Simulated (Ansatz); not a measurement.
**AlBBrH5Si: rigid scan of one bond length, by script**

How does the energy of AlBBrH5Si change as one bond is stretched? The task is a rigid scan of one bond length, for AlBBrH5Si.

Computed with Ansatz 0.2.0, driven from Python. Level of theory: CAM-B3LYP/def2-SVP.

## (1) The system

Bond lengths: Si1–Al2 2.314 Å, Al2–B3 2.042 Å, B3–Br4 2.037 Å, Si1–H5 1.497 Å, Si1–H6 1.539 Å, Si1–H7 1.475 Å, Al2–H8 1.569 Å, B3–H9 1.218 Å. Angles: Si1–Al2–B3 119.6°, Si1–Al2–H8 120.2°, B3–Al2–H8 120.2°, Al2–Si1–H5 111.4°, Al2–Si1–H6 109.6°, Al2–Si1–H7 112.0°, H5–Si1–H6 106.4°, H5–Si1–H7 110.0°, H6–Si1–H7 107.2°, Al2–B3–Br4 121.2°, Al2–B3–H9 122.6°, Br4–B3–H9 116.1°.

No structure file is read: the coordinates are typed or built in the script.

## (2) The code

The input, albbrh5si_scan.py:

```python
"""Potential curve of AlBBrH5Si along one bond."""

from dataclasses import dataclass

import ansatz
import numpy as np


@dataclass(frozen=True)
class RunConfig:
    basis: str = "def2-SVP"
    functional: str = "cam_b3lyp"


cfg = RunConfig()

GEOMETRY = """
Si   -0.45390    0.59710   -1.50560
Al   -0.11840   -0.98490    0.14890
B     0.67420   -0.41560    1.94310
Br    1.24330    1.51090    2.28100
H    -1.08640   -0.00800   -2.72060
H    -1.42880    1.67520   -0.99980
H     0.79880    1.28170   -1.87630
H    -0.44780   -2.49450   -0.12550
H     0.90750   -1.20810    2.83770
"""

geometry = ansatz.Crystal.molecule()
for line in GEOMETRY.strip().splitlines():
    symbol, *xyz = line.split()
    geometry = geometry.atom(symbol, [float(v) for v in xyz])

symbols = [site.symbol for site in geometry.cartesian_sites]
start = np.array([site.position_ang for site in geometry.cartesian_sites])
axis = (start[0] - start[1]) / np.linalg.norm(start[0] - start[1])
moving = [0, 4, 5, 6]
lengths, energies = [2.036, 2.128, 2.221, 2.314, 2.406, 2.499, 2.591, 2.73], []
for length in lengths:
    xyz = start.copy()
    xyz[moving] += (length - np.linalg.norm(start[0] - start[1])) * axis
    point = ansatz.Crystal.molecule()
    for symbol, place in zip(symbols, xyz):
        point = point.atom(symbol, place.tolist())
    calc = (
        point.calculation()
        .basis(gaussian=cfg.basis)  # atom-centred Gaussian functions
        .functional(cfg.functional)
    )
    data = calc.run(threads=1, pin="off").report
    energies.append(data["free_energy_ev"])
    print(f"r = {length:6.3f} A  E = {energies[-1]:.5f} eV  <S^2> = {abs(data['mean_field']['state']['spin_squared']):.3f}")

# quartic fit about the minimum
fit = np.polynomial.Polynomial.fit(lengths, np.array(energies) - min(energies), 4).convert()
roots = [r.real for r in fit.deriv().roots() if abs(r.imag) < 1e-9 and fit.deriv(2)(r.real) > 0]
r_e = min(roots, key=lambda r: abs(r - lengths[int(np.argmin(energies))]))
print(f"minimum of the fit at {r_e:.4f} A, force constant {fit.deriv(2)(r_e):.2f} eV/A^2")
```

## (3) What the engine is handed

The package turns the script's settings into the engine's input (first run):

```yaml
crystal:
  periodic: [false, false, false]
  atoms:
    - { symbol: Si, position_ang: [-0.4136471351977781, 0.40729364495643805, -1.3070951868397136] }
    - { symbol: Al, position_ang: [-0.1184, -0.9849, 0.1489] }
    - { symbol: B, position_ang: [0.6742, -0.4156, 1.9431] }
    - { symbol: Br, position_ang: [1.2433, 1.5109, 2.281] }
    - { symbol: H, position_ang: [-1.0461471351977782, -0.1978063550435619, -2.5220951868397137] }
    - { symbol: H, position_ang: [-1.3885471351977783, 1.4853936449564382, -0.8012951868397136] }
    - { symbol: H, position_ang: [0.8390528648022219, 1.0918936449564383, -1.6777951868397136] }
    - { symbol: H, position_ang: [-0.4478, -2.4945, -0.1255] }
    - { symbol: H, position_ang: [0.9075, -1.2081, 2.8377] }
basis:
  gaussian:
    orbitals: def2-SVP
hamiltonian:
  xc: cam_b3lyp
```

## (4) Launch

Run with:

```
python albbrh5si_scan.py
```

Log:

```text
r =  2.036 A  E = -85265.88691 eV  <S^2> = 0.000
r =  2.128 A  E = -85266.45044 eV  <S^2> = 0.000
r =  2.221 A  E = -85266.81453 eV  <S^2> = 0.000
r =  2.314 A  E = -85267.02324 eV  <S^2> = 0.000
r =  2.406 A  E = -85267.11500 eV  <S^2> = 0.000
r =  2.499 A  E = -85267.12102 eV  <S^2> = 0.000
r =  2.591 A  E = -85267.06324 eV  <S^2> = 0.000
r =  2.730 A  E = -85266.89222 eV  <S^2> = 0.000
minimum of the fit at 2.4587 A, force constant 8.28 eV/A^2
```

Wall time 40 s (1 thread of Arm Neoverse V1, shared host); peak memory 0.34 GiB.

## (5) What changed from run to run

The engine's inputs for some of the other runs:

Run 2, against run 1:

```diff
@@ -4 +4 @@
-    - { symbol: Si, position_ang: [-0.4136471351977781, 0.40729364495643805, -1.3070951868397136] }
+    - { symbol: Si, position_ang: [-0.42698836134620427, 0.47020219865780954, -1.372886717875693] }
@@ -8,3 +8,3 @@
-    - { symbol: H, position_ang: [-1.0461471351977782, -0.1978063550435619, -2.5220951868397137] }
-    - { symbol: H, position_ang: [-1.3885471351977783, 1.4853936449564382, -0.8012951868397136] }
-    - { symbol: H, position_ang: [0.8390528648022219, 1.0918936449564383, -1.6777951868397136] }
+    - { symbol: H, position_ang: [-1.0594883613462043, -0.1348978013421904, -2.587886717875693] }
+    - { symbol: H, position_ang: [-1.4018883613462043, 1.5483021986578096, -0.8670867178756928] }
+    - { symbol: H, position_ang: [0.8257116386537957, 1.1548021986578096, -1.7435867178756927] }
```

Run 5, against run 1:

```diff
@@ -4 +4 @@
-    - { symbol: Si, position_ang: [-0.4136471351977781, 0.40729364495643805, -1.3070951868397136] }
+    - { symbol: Si, position_ang: [-0.4673020664468832, 0.6602954370163016, -1.5716915616583256] }
@@ -8,3 +8,3 @@
-    - { symbol: H, position_ang: [-1.0461471351977782, -0.1978063550435619, -2.5220951868397137] }
-    - { symbol: H, position_ang: [-1.3885471351977783, 1.4853936449564382, -0.8012951868397136] }
-    - { symbol: H, position_ang: [0.8390528648022219, 1.0918936449564383, -1.6777951868397136] }
+    - { symbol: H, position_ang: [-1.0998020664468833, 0.055195437016301634, -2.786691561658326] }
+    - { symbol: H, position_ang: [-1.4422020664468833, 1.7383954370163017, -1.0658915616583255] }
+    - { symbol: H, position_ang: [0.7853979335531168, 1.3448954370163018, -1.9423915616583256] }
```

Run 6, against run 1:

```diff
@@ -4 +4 @@
-    - { symbol: Si, position_ang: [-0.4136471351977781, 0.40729364495643805, -1.3070951868397136] }
+    - { symbol: Si, position_ang: [-0.48078830592300964, 0.7238877793448618, -1.6381982180316523] }
@@ -8,3 +8,3 @@
-    - { symbol: H, position_ang: [-1.0461471351977782, -0.1978063550435619, -2.5220951868397137] }
-    - { symbol: H, position_ang: [-1.3885471351977783, 1.4853936449564382, -0.8012951868397136] }
-    - { symbol: H, position_ang: [0.8390528648022219, 1.0918936449564383, -1.6777951868397136] }
+    - { symbol: H, position_ang: [-1.1132883059230096, 0.11878777934486187, -2.8531982180316526] }
+    - { symbol: H, position_ang: [-1.4556883059230097, 1.801987779344862, -1.1323982180316523] }
+    - { symbol: H, position_ang: [0.7719116940769903, 1.408487779344862, -2.0088982180316526] }
```

## (6) The runs side by side

One row for each of the 8 runs:

```csv
run,distance (Å),energy from run 6 (eV),SCF cycles,CPU time (s)
1,2.04,1.2341,15,4.9
2,2.13,0.6706,15,4.8
3,2.22,0.3065,15,4.8
4,2.31,0.0978,15,4.8
5,2.41,0.0060,17,5.1
6,2.50,0.0000,17,5.1
7,2.59,0.0578,17,5
8,2.73,0.2288,17,5
```

## (7) What came out

| quantity | value |
| --- | --- |
| bond length at the fit's minimum | 2.4587 Å |
| runs compared | 8 |
| range of energy | 1.234 eV |
| lowest point, distance (Å) | 2.50 |

**Reading.** The lowest point, at 2.50, lies inside the range. The ends stand 1.23 and 0.229 eV above it. The distance scanned is the script's pair 1, 0. What to keep in mind:
- The rest of the molecule is held rigid at a force-field or estimated start geometry, and the basis set is modest; single-reference methods fail as a bond breaks.
- The orbitals are restricted, so S² is zero by construction.
